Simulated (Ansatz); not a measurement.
The system is Ba2Tl5V3O12.

```
CELL_PARAMETERS angstrom
8.15421 0.00000 0.00000
-4.07711 7.06176 0.00000
0.00000 0.00000 6.92128
ATOMIC_POSITIONS crystal
Ba 0.00000 0.00000 0.23552
Ba 0.00000 0.00000 0.76448
V 0.50000 0.00000 0.00000
V 0.00000 0.50000 0.00000
V 0.50000 0.50000 0.00000
Tl 0.50000 0.00000 0.50000
Tl 0.00000 0.50000 0.50000
Tl 0.50000 0.50000 0.50000
Tl 0.33333 0.66667 0.22489
Tl 0.66667 0.33333 0.77511
O 0.33890 0.34334 0.81444
O 0.65666 0.99556 0.81444
O 0.00444 0.66110 0.81444
O 0.34334 0.33890 0.18556
O 0.99556 0.65666 0.18556
O 0.66110 0.00444 0.18556
O 0.66110 0.65666 0.18556
O 0.34334 0.00444 0.18556
O 0.99556 0.33890 0.18556
O 0.65666 0.66110 0.81444
O 0.00444 0.34334 0.81444
O 0.33890 0.99556 0.81444
```

The cell was built by a generator and needn't be a form met in nature.

Base run:

```yaml
Program: Ansatz 0.2.0
Functional: RPBE
Potentials_or_basis: Ansatz PAW
Cutoff: "420 eV (not typed: the program's choice for these potentials)"
k_mesh: 4 × 4 × 4
Occupations: fermi-dirac, width 0.05 eV
Spin: collinear spin, ferromagnetic start
Starting_moments: "[0.0, 0.0, 2.0, 2.0, 2.0, 0.0, 0.0, 0.0, 0.0, 0.0, 0.0, 0.0, 0.0, 0.0, 0.0, 0.0, 0.0, 0.0, 0.0, 0.0, 0.0, 0.0] μB"
```

Its results: band gap on the k mesh none (metal or under the smearing width); pressure 3.1 GPa; net moment 0.00 μB per cell; largest force 0.090 eV/Å.

Task: After a change of settings the same cell gave: band gap on the k mesh none (metal or under the smearing width); pressure 0.2 GPa; net moment 0.00 μB per cell; largest force 0.055 eV/Å. Which change was it?
A. functional from RPBE to PBEsol
B. functional from RPBE to revPBE
C. functional from RPBE to PBE

Result: C.

PBE binds more tightly than RPBE, so the same cell stands under less pressure.

Caveats: spin-orbit coupling is left out, which moves the levels of the heavy elements; semilocal functionals often make such compounds metallic where correlation or magnetic order opens a gap, which also shifts bond lengths; the starting moments weren't kept; the PAW data sets come from PBE, with cores solved anew for the run's functional, which leaves a small shift of forces and pressure (some runs).
